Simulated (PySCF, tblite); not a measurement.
# C35H54Si3: electronic excitations, NMR shifts

Aim: compute the electronic excitations, NMR shifts of C35H54Si3 (`CC[C@H](C[C@@H](C[C@@H](C)c1ccc([Si](C)(C)C)cc1)c1ccc([Si](C)(C)C)cc1)c1ccc([Si](C)(C)C)cc1`).

Programs: tblite 0.8.0 and PySCF 2.14.0, with routines of our own; each step states its level. All values are computed. Atoms count from 0.

### Step 1. The system as given

92 atoms, charge 0, multiplicity 1; geometry from: force field, distance geometry or constructed start.

### Step 2. Relaxing the molecule with GFN2-xTB

Job settings and geometry (Å):

```
{"job": {"kind": "relax", "xc": "GFN2-xTB", "basis": "xTB"}, "charge": 0, "multiplicity": 1}
C     -2.141600    -3.829800    -2.974500
C     -1.067500    -3.493200    -1.958700
C     -0.921900    -1.980900    -1.663100
C      0.344200    -1.737000    -0.811500
C      0.815100    -0.280300    -0.565700
C      0.865500     0.596200    -1.849700
C      1.800000     0.072000    -2.969200
C      1.691400     0.968200    -4.205500
C      3.256000    -0.055300    -2.541900
C      3.963700     1.034200    -2.020500
C      5.300600     0.897400    -1.633600
C      5.960200    -0.334800    -1.755200
Si     7.780100    -0.544800    -1.221600
C      8.491500     1.061900    -0.569500
C      8.784100    -1.092700    -2.716500
C      7.872400    -1.858500     0.120600
C      5.250700    -1.420000    -2.281600
C      3.913600    -1.284800    -2.672300
C      0.101000     0.378500     0.613300
C      0.446100    -0.018700     1.916600
C     -0.189900     0.539100     3.033500
C     -1.183400     1.513300     2.880000
Si    -2.059600     2.252700     4.406300
C     -0.851200     2.414500     5.821500
C     -2.764000     3.946200     4.000400
C     -3.462000     1.092000     4.903200
C     -1.524300     1.914500     1.579800
C     -0.888600     1.355700     0.466100
C     -2.203200    -1.427800    -1.056000
C     -2.620000    -1.782900     0.238100
C     -3.797300    -1.262700     0.776000
C     -4.605700    -0.381500     0.037000
Si    -6.201000     0.353900     0.768700
C     -5.872500     2.144300     1.232900
C     -7.570500     0.275800    -0.516000
C     -6.739600    -0.595300     2.292600
C     -4.194300    -0.037400    -1.264700
C     -3.010600    -0.554000    -1.800200
H     -2.126700    -4.902200    -3.202700
H     -3.150000    -3.585600    -2.594500
H     -1.986700    -3.281800    -3.902800
H     -1.256900    -4.055900    -1.022700
H     -0.106500    -3.872600    -2.347400
H     -0.764400    -1.493000    -2.636000
H      0.238200    -2.255900     0.160500
H      1.172200    -2.256300    -1.312000
H      1.860900    -0.359500    -0.227400
H     -0.140600     0.708900    -2.260300
H      1.182800     1.612500    -1.567000
H      1.442700    -0.920400    -3.266100
H      2.322900     0.586100    -5.015100
H      1.994900     1.998700    -3.994500
H      0.656000     0.986700    -4.575000
H      3.485500     2.004500    -1.915200
H      5.810500     1.772900    -1.228900
H      8.453600     1.849300    -1.328700
H      7.934800     1.400000     0.305600
H      9.535900     0.935000    -0.268500
H      9.838700    -1.224600    -2.440800
H      8.725500    -0.353900    -3.519600
H      8.412900    -2.051400    -3.101200
H      7.280800    -1.566400     0.980900
H      7.499900    -2.817400    -0.253300
H      8.908200    -1.997500     0.443200
H      5.727700    -2.392900    -2.397400
H      3.389500    -2.144700    -3.075100
H      1.213200    -0.772200     2.067900
H      0.114000     0.182500     4.023200
H      0.001900     3.033100     5.525600
H     -0.474400     1.437300     6.143500
H     -1.332600     2.884800     6.687400
H     -1.977500     4.613100     3.653300
H     -3.220000     4.385400     4.893500
H     -3.531000     3.883900     3.223900
H     -3.062100     0.101000     5.143900
H     -3.975100     1.480600     5.776500
H     -4.180800     0.984400     4.088300
H     -2.301800     2.654600     1.409900
H     -1.207300     1.683100    -0.522500
H     -2.024300    -2.461800     0.845100
H     -4.068100    -1.554600     1.791200
H     -6.778300     2.602000     1.651900
H     -5.074200     2.212700     1.978200
H     -5.578400     2.722100     0.349100
H     -7.326300     0.875200    -1.393500
H     -7.745800    -0.752400    -0.829400
H     -8.504800     0.661400    -0.096900
H     -7.681500    -0.187800     2.686400
H     -6.901100    -1.649600     2.058600
H     -5.986400    -0.532900     3.083900
H     -4.779100     0.648200    -1.870400
H     -2.721900    -0.271000    -2.808900
```

Command:

```sh
OMP_NUM_THREADS=4 python large_run.py task.json out
```

One launch serves the whole session: the jobs run in the order shown.

Output:

```text
step      E/eV     max force
  0   -2928.13846    0.990
  1   -2928.30493    0.488
  2   -2928.37368    0.319
  3   -2928.42374    0.284
  4   -2928.45504    0.207
  5   -2928.47095    0.197
  6   -2928.48639    0.199
  7   -2928.49982    0.178
  8   -2928.50949    0.144
  9   -2928.51551    0.111
 10   -2928.51962    0.091
 11   -2928.52127    0.071
 12   -2928.52403    0.053
 13   -2928.52554    0.056
 14   -2928.52780    0.059
 15   -2928.52987    0.064
 16   -2928.53265    0.072
 17   -2928.53535    0.081
 18   -2928.53775    0.091
 19   -2928.54006    0.096
 20   -2928.54294    0.092
 21   -2928.54628    0.077
 22   -2928.54916    0.062
 23   -2928.55110    0.060
 24   -2928.55260    0.060
 25   -2928.55430    0.055
 26   -2928.55635    0.059
 27   -2928.55851    0.050
 28   -2928.56053    0.056
 29   -2928.56237    0.057
 30   -2928.56408    0.054
 31   -2928.56580    0.054
 32   -2928.56779    0.059
 33   -2928.57023    0.080
 34   -2928.57280    0.071
 35   -2928.57488    0.066
 36   -2928.57636    0.055
 37   -2928.57766    0.056
 38   -2928.57900    0.062
 39   -2928.58019    0.047
 40   -2928.58107    0.037
 41   -2928.58177    0.033
 42   -2928.58251    0.040
 43   -2928.58330    0.040
 44   -2928.58404    0.043
 45   -2928.58466    0.043
 46   -2928.58526    0.039
 47   -2928.58596    0.039
 48   -2928.58677    0.043
 49   -2928.58760    0.047
 50   -2928.58839    0.041
 51   -2928.58912    0.036
 52   -2928.58979    0.033
 53   -2928.59042    0.034
 54   -2928.59106    0.036
 55   -2928.59173    0.036
 56   -2928.59239    0.031
 57   -2928.59297    0.032
 58   -2928.59345    0.031
 59   -2928.59389    0.029
 60   -2928.59433    0.028
 61   -2928.59475    0.030
 62   -2928.59512    0.025
 63   -2928.59545    0.025
 64   -2928.59581    0.029
 65   -2928.59629    0.040
 66   -2928.59696    0.051
 67   -2928.59783    0.048
 68   -2928.59877    0.040
 69   -2928.59961    0.036
 70   -2928.60028    0.037
 71   -2928.60080    0.032
 72   -2928.60116    0.022
 73   -2928.60139    0.016
```

Wall time 11 s (4 threads of Arm Neoverse N1, shared host); peak memory 0.2 GiB.

Step by step:

```tsv
step	energy from step 0 (eV)	largest force (eV/Å)
0	0.0000	0.9906
1	-0.1665	0.4874
2	-0.2352	0.3193
3	-0.2853	0.2839
4	-0.3166	0.2069
5	-0.3325	0.1975
6	-0.3479	0.1992
7	-0.3614	0.1783
8	-0.3710	0.1442
13	-0.3871	0.0554
19	-0.4016	0.0955
24	-0.4141	0.0602
30	-0.4256	0.0543
35	-0.4364	0.0658
41	-0.4433	0.0328
46	-0.4468	0.0388
52	-0.4513	0.0330
57	-0.4545	0.0324
63	-0.4570	0.0258
69	-0.4612	0.0362
70	-0.4618	0.0367
71	-0.4623	0.0320
72	-0.4627	0.0224
73	-0.4629	0.0166
```

Distances of close pairs at the start and the end, largest changes first:

```tsv
bond	before (Å)	after (Å)	change (Å)
Si22–C23	1.868	1.910	+0.043
Si32–C35	1.874	1.907	+0.033
Si12–C13	1.874	1.906	+0.032
Si32–C33	1.879	1.910	+0.032
Si32–C34	1.879	1.911	+0.031
Si12–C15	1.880	1.910	+0.030
Si22–C24	1.879	1.908	+0.030
Si12–C14	1.882	1.910	+0.028
```

The final coordinates are the input of the step that follows.

### Step 3. Electronic excitations: TDA PBE0/6-31G*

Job settings and geometry (Å):

```
{"job": {"kind": "uv", "basis": "6-31G*", "grid": 1, "kgrid": 0, "vcut": 1.5, "nstates": 6, "ntriplets": 2, "tda": true, "delta": [], "pop": true, "xc": "PBE0"}, "charge": 0, "multiplicity": 1}
C     -2.243497    -3.721276    -2.845435
C     -1.097114    -3.466511    -1.873980
C     -0.852845    -1.962951    -1.654668
C      0.437434    -1.755088    -0.851853
C      0.864175    -0.290404    -0.613093
C      0.835133     0.575480    -1.875787
C      1.771411     0.071216    -2.982484
C      1.710722     1.014700    -4.188438
C      3.194909    -0.070290    -2.507207
C      3.889602     1.003684    -1.964218
C      5.205791     0.867693    -1.567041
C      5.883759    -0.340838    -1.693884
Si     7.703913    -0.546035    -1.196545
C      8.410775     1.105003    -0.558505
C      8.684941    -1.087257    -2.743641
C      7.846465    -1.880359     0.162808
C      5.178559    -1.412760    -2.232652
C      3.862449    -1.282263    -2.631578
C      0.082077     0.317355     0.529727
C      0.409185    -0.058182     1.829575
C     -0.258580     0.467449     2.916696
C     -1.283187     1.397637     2.761226
Si    -2.146351     2.150678     4.274852
C     -0.890224     2.325036     5.703683
C     -2.820223     3.887797     3.863198
C     -3.587664     1.028347     4.834338
C     -1.612095     1.759134     1.459450
C     -0.943817     1.237795     0.366439
C     -2.066333    -1.349086    -1.008621
C     -2.438200    -1.660068     0.292926
C     -3.590645    -1.135902     0.844546
C     -4.426215    -0.290942     0.120561
Si    -6.044214     0.398019     0.832766
C     -5.781316     2.226461     1.319241
C     -7.400969     0.279207    -0.507499
C     -6.603412    -0.629243     2.339335
C     -4.042361     0.021144    -1.179970
C     -2.889241    -0.497772    -1.734798
H     -2.400116    -4.789278    -2.979929
H     -3.165955    -3.283183    -2.470909
H     -2.027167    -3.281623    -3.817225
H     -1.323471    -3.940173    -0.917028
H     -0.185310    -3.925095    -2.264909
H     -0.723901    -1.510674    -2.642804
H      0.336313    -2.238808     0.121613
H      1.248354    -2.263541    -1.379357
H      1.911477    -0.338339    -0.282876
H     -0.177708     0.625504    -2.276304
H      1.128405     1.590092    -1.595491
H      1.425883    -0.913524    -3.313356
H      2.357299     0.653649    -4.985466
H      2.035246     2.015833    -3.914424
H      0.693249     1.076070    -4.570291
H      3.398982     1.959465    -1.848139
H      5.720308     1.721765    -1.151938
H      8.353972     1.877096    -1.319886
H      7.874891     1.460256     0.316310
H      9.454867     0.997926    -0.280674
H      9.735987    -1.237367    -2.514952
H      8.621549    -0.337799    -3.527533
H      8.300896    -2.017713    -3.151087
H      7.285139    -1.605396     1.050930
H      7.464065    -2.836946    -0.180217
H      8.880046    -2.029765     0.460669
H      5.671197    -2.368266    -2.343753
H      3.345300    -2.134598    -3.052526
H      1.212403    -0.766285     1.988999
H      0.030028     0.159783     3.911388
H     -0.008731     2.876607     5.390603
H     -0.558258     1.358387     6.069207
H     -1.326277     2.855343     6.545022
H     -2.040131     4.532777     3.470417
H     -3.226086     4.365782     4.749840
H     -3.615200     3.849023     3.125539
H     -3.238434     0.031682     5.088145
H     -4.085324     1.435814     5.709681
H     -4.331569     0.925837     4.049866
H     -2.405402     2.471704     1.288940
H     -1.239599     1.559000    -0.619794
H     -1.823974    -2.322095     0.886012
H     -3.852425    -1.398573     1.858767
H     -6.688911     2.672071     1.716040
H     -5.007701     2.321289     2.075602
H     -5.473504     2.816492     0.460520
H     -7.154794     0.877088    -1.379349
H     -7.531929    -0.745716    -0.842265
H     -8.359335     0.628142    -0.134810
H     -7.557462    -0.277476     2.720585
H     -6.722476    -1.675876     2.074953
H     -5.889289    -0.576736     3.154862
H     -4.664015     0.674839    -1.774981
H     -2.628195    -0.247194    -2.755189
```

Level: TDA PBE0/6-31G*, vertical, gas phase, core orbitals frozen in the response, virtual orbitals cut by energy.

Output:

```text
start: PBE on a coarse grid of 70909 points
cycle   1  E = -2232.1231108329  dE =  3.817e+00  |g| = 1.649e+00  |ddm| = 9.078e+00
cycle   2  E = -2231.3770703504  dE =  7.460e-01  |g| = 2.302e+00  |ddm| = 4.528e+00
cycle   3  E = -2232.8710442698  dE = -1.494e+00  |g| = 1.663e-01  |ddm| = 2.913e+00
cycle   4  E = -2232.8733406596  dE = -2.296e-03  |g| = 1.371e-01  |ddm| = 3.722e-01
cycle   5  E = -2232.8786661556  dE = -5.325e-03  |g| = 2.707e-02  |ddm| = 1.805e-01
cycle   6  E = -2232.8788252676  dE = -1.591e-04  |g| = 1.425e-02  |ddm| = 4.386e-02
cycle   7  E = -2232.8788760950  dE = -5.083e-05  |g| = 3.234e-03  |ddm| = 1.751e-02
final grid: 295909 points
cycle   8  E = -2232.7636724768  dE = -1.621e-02  |g| = 6.084e-02  |ddm| = 9.651e-01
cycle   9  E = -2232.7637772278  dE = -1.048e-04  |g| = 5.978e-02  |ddm| = 1.540e-01
cycle  10  E = -2232.7647500154  dE = -9.728e-04  |g| = 7.126e-03  |ddm| = 7.297e-02
cycle  11  E = -2232.7647557082  dE = -5.693e-06  |g| = 4.726e-03  |ddm| = 1.293e-02
cycle  12  E = -2232.7647631430  dE = -7.435e-06  |g| = 1.134e-03  |ddm| = 6.573e-03
cycle  13  E = -2232.7647644696  dE = -1.327e-06  |g| = 4.436e-04  |ddm| = 1.791e-03
cycle  14  E = -2232.7647644629  dE =  6.690e-09  |g| = 1.180e-04  |ddm| = 5.627e-04
cycle  15  E = -2232.7647622023  dE =  2.261e-06  |g| = 4.158e-05  |ddm| = 1.828e-04
converged SCF energy = -2232.7647622023

Static polarisability (au): isotropic 419.902, principal 329.941 402.513 527.253

Singlet excitations
state   eV       nm        f      main configurations
  1   5.3244    232.9   0.01682   H->L+2 0.24, H->L+4 0.20, H-4->L+1 0.14
  2   5.3492    231.8   0.00978   H->L+5 0.23, H->L+1 0.17, H-2->L+2 0.09
  3   5.4675    226.8   0.01323   H->L 0.50, H->L+5 0.17, H->L+1 0.12
  4   5.4913    225.8   0.00150   H-1->L+3 0.35, H-5->L 0.32, H-5->L+1 0.13
  5   5.5822    222.1   0.01904   H->L+1 0.54, H->L 0.36
  6   5.7408    216.0   0.09479   H->L+2 0.42, H->L+4 0.25

Triplet excitations (Tamm-Dancoff, eV): 3.9794 4.0374
```

Run time: 3.9 min. Hardware: 4 threads of Arm Neoverse N1, shared host; peak memory 3.5 GiB.

The orbitals next to the gap, with their largest atomic shares:

```tsv
orbital	eV	atoms
HOMO−4	-6.85	C36 25 %, C29 24 %, C37 21 %
HOMO−3	-6.84	C31 15 %, C28 12 %, C21 10 %
HOMO−2	-6.70	C26 21 %, C19 19 %, C27 17 %
HOMO−1	-6.65	C11 20 %, C8 18 %, C9 8 %
HOMO	-6.12	C21 15 %, C18 15 %, C28 11 %
LUMO	-0.03	C8 16 %, C11 16 %, C16 12 %
LUMO+1	0.05	C28 14 %, C31 13 %, C8 8 %
LUMO+2	0.23	C36 18 %, C29 14 %, C18 12 %
LUMO+3	0.26	C10 29 %, C17 26 %, C9 16 %
```

With each of the 6 states as a Gaussian band of 0.4 eV half-width at 1/e, the curve within the window shown has maxima at 219 nm (ε 5,500) L/(mol cm). Beyond the last state computed it falls off for lack of states. The curve at chosen wavelengths:

```json
{"nm": "205", "ε (L/mol/cm)": "2519"}
{"nm": "207", "ε (L/mol/cm)": "3140"}
{"nm": "210", "ε (L/mol/cm)": "4048"}
{"nm": "212", "ε (L/mol/cm)": "4575"}
{"nm": "214", "ε (L/mol/cm)": "4997"}
{"nm": "216", "ε (L/mol/cm)": "5288"}
{"nm": "219", "ε (L/mol/cm)": "5457"}
{"nm": "221", "ε (L/mol/cm)": "5398"}
{"nm": "223", "ε (L/mol/cm)": "5217"}
{"nm": "226", "ε (L/mol/cm)": "4769"}
{"nm": "228", "ε (L/mol/cm)": "4389"}
{"nm": "230", "ε (L/mol/cm)": "3972"}
{"nm": "232", "ε (L/mol/cm)": "3539"}
{"nm": "235", "ε (L/mol/cm)": "2898"}
{"nm": "237", "ε (L/mol/cm)": "2494"}
{"nm": "239", "ε (L/mol/cm)": "2119"}
{"nm": "241", "ε (L/mol/cm)": "1778"}
{"nm": "244", "ε (L/mol/cm)": "1337"}
{"nm": "246", "ε (L/mol/cm)": "1089"}
{"nm": "248", "ε (L/mol/cm)": "877"}
{"nm": "251", "ε (L/mol/cm)": "621"}
{"nm": "253", "ε (L/mol/cm)": "487"}
{"nm": "255", "ε (L/mol/cm)": "377"}
{"nm": "257", "ε (L/mol/cm)": "289"}
{"nm": "260", "ε (L/mol/cm)": "191"}
{"nm": "262", "ε (L/mol/cm)": "143"}
```

Ground-state properties from the same run:

```tsv
property	computed
dipole moment (D)	0.58
polarisability (Å³)	62.22
HOMO–LUMO gap (eV)	6.09
−ε(HOMO) (eV)	6.12
```

[end of part 1 of 2]
